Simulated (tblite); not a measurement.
# C5H9OPSi: the cost of one run

Computed with tblite 0.8.0 and PySCF 2.14.0, with density-fitted response routines of our own, on a single molecule in the gas phase. Atoms count from 0, in the outputs and in this text.

**1. The molecule as given**

17 atoms, charge 0, multiplicity 1; geometry from: force field or distance geometry start.

Bonds of the start (Å): C0–C1 1.46, C1–C2 1.38, C2–O3 1.30, O3–C4 1.33, C4–Si5 1.83, Si5–P6 2.21, C4–C7 1.38, C7–C1 1.40, C0–H8 1.10, C0–H9 1.10, C0–H10 1.12, C2–H11 1.09, Si5–H12 1.46, Si5–H13 1.45, P6–H14 1.45, P6–H15 1.43, C7–H16 1.07.

**2. Optimising the geometry with GFN2-xTB**

The job: settings as JSON, then the geometry in Å.

```
{"job": {"kind": "relax", "xc": "GFN2-xTB", "basis": "xTB"}, "charge": 0, "multiplicity": 1}
C     -2.926700     0.280200     0.407100
C     -1.582500    -0.233200     0.178500
C     -1.270400    -1.287500    -0.650900
O      0.013700    -1.449800    -0.597000
C      0.579200    -0.596700     0.247500
Si     2.373100    -0.534700     0.586300
P      3.083600     1.552700     0.604700
C     -0.400500     0.217600     0.770000
H     -2.943100     0.801700     1.379200
H     -3.666000    -0.532800     0.377500
H     -3.238800     1.034300    -0.358900
H     -1.960400    -1.871000    -1.262200
H      3.056000    -1.272600    -0.468000
H      2.594600    -1.245100     1.836300
H      2.132100     2.472900     0.008400
H      4.418600     1.659500     0.107500
H     -0.269600     1.016600     1.473800
```

On the command line:

```
$ OMP_NUM_THREADS=1 python probes_run.py task.json out
```

One launch serves the whole session: the jobs run in the order shown.

Q: Estimate the wall time of this first job on 1 thread of Arm Neoverse V1, shared host.

About 1.1 s.
